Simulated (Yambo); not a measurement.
# Au (Fm-3m) in Yambo: a series of runs, part 2 of 2

Yambo 5.3.0. Earlier steps stand in the parts before.

## (4) Optical spectrum, PBE

The input, optics4.in:

```
optics
chi
Chimod= "HARTREE"
% BndsRnXd
 1 | 25 |
%
NGsBlkXd= 4 Ry
% LongDrXd
 1 | 0 | 0 |
%
% QpntsRXd
 1 | 1 |
%
% EnRngeXd
 0 | 20 | eV
%
% DmRngeXd
 0.3 | 0.3 | eV
%
ETStpsXd= 150
```

The input, scf.in:

```
&CONTROL
  calculation = 'scf'
  prefix = 'pwscf'
  outdir = './tmp'
  pseudo_dir = './pseudo'
/
&SYSTEM
  ibrav = 0
  nat = 1
  ntyp = 1
  ecutwfc = 76
  nbnd = 16
  occupations = 'smearing'
  smearing = 'fd'
  degauss = 0.00367493
  force_symmorphic = .true.
/
&ELECTRONS
  conv_thr = 2d-10
  electron_maxstep = 120
  mixing_beta = 0.5
/
ATOMIC_SPECIES
Au   196.9666 Au.upf
CELL_PARAMETERS angstrom
   0.0000000000    2.0350000000    2.0350000000
   2.0350000000    0.0000000000    2.0350000000
   2.0350000000    2.0350000000    0.0000000000
ATOMIC_POSITIONS crystal
Au     0.0000000000    0.0000000000    0.0000000000
K_POINTS automatic
20 20 20 0 0 0
```

The input, nscf.in:

```
&CONTROL
  calculation = 'nscf'
  prefix = 'pwscf'
  outdir = './tmp'
  pseudo_dir = './pseudo'
/
&SYSTEM
  ibrav = 0
  nat = 1
  ntyp = 1
  ecutwfc = 76
  nbnd = 40
  occupations = 'smearing'
  smearing = 'fd'
  degauss = 0.00367493
  force_symmorphic = .true.
/
&ELECTRONS
  conv_thr = 1d-08
  diago_full_acc = .true.
  diago_thr_init = 1d-06
/
ATOMIC_SPECIES
Au   196.9666 Au.upf
CELL_PARAMETERS angstrom
   0.0000000000    2.0350000000    2.0350000000
   2.0350000000    0.0000000000    2.0350000000
   2.0350000000    2.0350000000    0.0000000000
ATOMIC_POSITIONS crystal
Au     0.0000000000    0.0000000000    0.0000000000
K_POINTS automatic
20 20 20 0 0 0
```

Potentials or basis: PseudoDojo 0.4.1 SR PBE standard.

The run is started by

```sh
> OMP_NUM_THREADS=1 pw.x -in scf.in > scf.out
> OMP_NUM_THREADS=1 pw.x -in nscf.in > nscf.out
> cd tmp/pwscf.save; p2y; mv SAVE ../..; cd ../..
> OMP_NUM_THREADS=1 yambo
> OMP_NUM_THREADS=1 yambo -F optics4.in -J optics4 -C optics4_out
```

Yambo's report:

```text
[... sections 02.01 to 02.04 as in the set-up run ...]

  [02.05] Energies & Occupations
  ==============================

  [X] === General ===
  [X] Electronic Temperature                        :  0.258606E-1   300.100    [eV K]
  [X] Bosonic    Temperature                        :  0.258606E-1   300.100    [eV K]
  [X] Finite Temperature mode                       : yes
  [X] El. density                                   :  0.11273E+25 [cm-3]
  [X] Fermi Level                                   :  20.98235 [eV]

  [X] === Gaps and Widths ===
  [X] Conduction Band Min                           :  20.98235 [eV]
  [X] Valence Band Max                              :  20.98235 [eV]
  [X] Filled Bands                                  :   9
  [X] Metallic Bands                                :  10  10
  [X] Empty Bands                                   :   11   40

  [X] === Metallic Characters ===
  [X] N of el / N of met el                         :  19.00000   1.09912
  [X] Average metallic occ.                         :  0.274781

  [WARNING] [X] Metallic system

 [03] Transferred momenta grid and indexing
 ==========================================

 IBZ Q-points                                      :  256
 BZ  Q-points                                      :   8000

 K/Q-points units:
 rlu = crystal or reduced units; cc = cartesian coordinates; iku = interal k-units

 Q [  1]        [rlu]:  0.000000  0.000000  0.000000
 Q [  2]        [rlu]: -0.87842E-18 -0.87842E-18  0.50000E-01
 Q [  3]        [rlu]: -0.17568E-17 -0.17568E-17  0.10000
 Q [  4]        [rlu]:  0.97459E-17 -0.41319E-17  0.15000
 Q [  5]        [rlu]: -0.40382E-18 -0.40382E-18  0.20000
 Q [  6]        [rlu]:  0.24860E-16 -0.28955E-17  0.25000
[... 42 lines left out ...]
 Q [ 49]        [rlu]: -0.39883E-17  0.15000      0.20000
 Q [ 50]        [rlu]:  0.90111E-17  0.15000      0.25000

 Remaining 206 points informations can be written running with -fatlog

 [WARNING] [Xd] User bands 1-25 break level degeneracy

 [04] Dipoles
 ============

  [04.01] Setup: observables and procedures
  =========================================

  [WF-Oscillators/G space/Transverse up loader] Normalization (few states)  min/max  :  0.20304E-16   1.0000

  [WR./optics4//ndb.dipoles]------------------------------------------------------
   Brillouin Zone Q/K grids (IBZ/BZ)                :    256   8000    256   8000
   RL vectors                                       :  1807 [WF]
   Fragmentation                                    : yes
   Electronic Temperature                           :  300.1000 [K]
   Bosonic    Temperature                           :  300.1000 [K]
   DIP band range                                   :   1  25
   DIP band range limits                            :  10  10
   DIP e/h energy range                             : -1.000000 -1.000000 [eV]
   RL vectors in the sum                            :  1807
   [r,Vnl] included                                 : yes
   Bands ordered                                    : yes
   Direct v evaluation                              : no
   Approach used                                    : G-space v
   Dipoles computed                                 : R V P [G-space]
   Wavefunctions                                    : Perdew, Burke & Ernzerhof(X)+Perdew, Burke & Ernzerhof(C)

  [WARNING] [r,Vnl^pseudo] included in position and velocity dipoles.

  [WARNING] In case H contains other non local terms, these are neglected

 [05] Optics
 ===========

 [X-CG] R(p) Tot o/o(of R):    33215  1192206      100

 [WARNING] The system is a metal but Drude term not included.
```

o-optics4.eps_q1_inv_rpa_dyson:

```text
# Absorption @ Q(1):   1.00000000      0.00000000      0.00000000    [q->0 direction]
#
# [ X ] Hartree size                              :  27
# [GEN] GF Energies                               : Perdew, Burke & Ernzerhof(X)+Perdew, Burke & Ernzerhof(C)
# [GEN] Green`s Function                          : Retarded
#
# [GEN] Gauge                                     : Length
# [GEN] [r,Vnl] included                          : yes
#
#    E[1] [eV]          Im(eps)            Re(eps)            Im(eps_o)          Re(eps_o)
#
        0.000000           0.425553E-7        8.687293          -0.58773E-17        9.076616
        0.134228           0.046101           8.697051           0.047196           9.086604
        0.268456           0.093601           8.726584           0.095826           9.116835
        0.402685           0.144027           8.776694           0.147459           9.168131
        0.536913           0.199188           8.848779           0.203953           9.241924
        0.671141           0.261389           8.944936           0.267672           9.340370
[... 142 lines left out ...]
        19.86577           2.447655           0.793107           3.178221           0.643834
        20.00000           2.457888           0.664972           3.136414           0.474943
#
```

Wall time 1.9 min (1 thread of Arm Neoverse V2, shared host); peak memory 0.94 GiB.

Results:

* Band gap on the k mesh, mean-field level: none (metal or under the smearing width)

Dielectric function (along the field direction of the input):
| energy (eV) | real part | imaginary part |
| --- | --- | --- |
| 0.27 | 8.73 | 0.09 |
| 0.67 | 8.94 | 0.26 |
| 1.21 | 9.65 | 0.67 |
| 1.74 | 11.09 | 2.14 |
| 2.28 | 10.30 | 6.11 |
| 2.68 | 7.62 | 6.44 |
| 3.22 | 6.07 | 6.20 |
| 3.76 | 4.97 | 5.88 |
| 4.30 | 3.87 | 5.71 |
| 4.70 | 3.30 | 4.86 |
| 5.23 | 3.70 | 4.16 |
| 5.77 | 3.52 | 4.45 |
| 6.31 | 3.54 | 4.39 |
| 6.85 | 3.07 | 5.14 |
| 7.25 | 2.36 | 4.92 |
| 7.79 | 1.76 | 4.87 |
| 8.32 | 1.07 | 4.44 |
| 8.86 | 0.76 | 3.83 |
| 9.26 | 0.66 | 3.38 |
| 9.80 | 0.66 | 2.84 |
| 10.34 | 0.91 | 2.52 |
| 10.87 | 1.04 | 2.35 |
| 11.28 | 1.21 | 2.32 |
| 11.81 | 1.21 | 2.41 |
| 12.35 | 1.15 | 2.45 |
| 12.89 | 0.87 | 2.29 |
| 13.42 | 0.91 | 2.16 |
| 13.83 | 0.85 | 2.02 |
| 14.36 | 0.90 | 1.95 |
| 14.90 | 0.90 | 1.73 |
| 15.44 | 0.99 | 1.74 |
| 15.84 | 1.01 | 1.65 |
| 16.38 | 1.04 | 1.63 |
| 16.91 | 1.14 | 1.51 |
| 17.45 | 1.23 | 1.56 |
| 17.85 | 1.31 | 1.45 |
| 18.39 | 1.64 | 1.74 |
| 18.93 | 1.56 | 2.26 |
| 19.46 | 1.07 | 2.43 |
| 20.00 | 0.66 | 2.46 |

Caveat: the intraband (Drude) term of the metal is left out; these spectra lack excitons.

## (5) Overview

| direction of the field or of q to 0 | broadening | kernel | top of the energy range | energy points | gap on the mesh (eV) |
| --- | --- | --- | --- | --- | --- |
| x | 0.2 eV | adiabatic LDA | 15 eV | 200 | none |
| y | 0.1 eV | none (independent particles) | 30 eV | 150 | none |
| x | 0.3 eV | Hartree (RPA with local fields) | 20 eV | 150 | none |

Alike in all rows: task optical spectrum; level PBE; potentials or basis PseudoDojo 0.4.1 SR PBE standard; no spin polarisation; cell as given; k mesh 20 × 20 × 20; cutoff (eV) 1034; smearing fermi-dirac 0.05 eV.

Every run on the cell as given and a fine mesh finds a metal.

Caveats: the intraband (Drude) term of the metal is left out; these spectra lack excitons (some runs); the LDA kernel is used on GGA states, which is inconsistent by a few percent (some runs); independent-particle spectra lack excitons (some runs).

Total energies depend on the potentials used, so only differences within one code and one set of settings carry meaning.
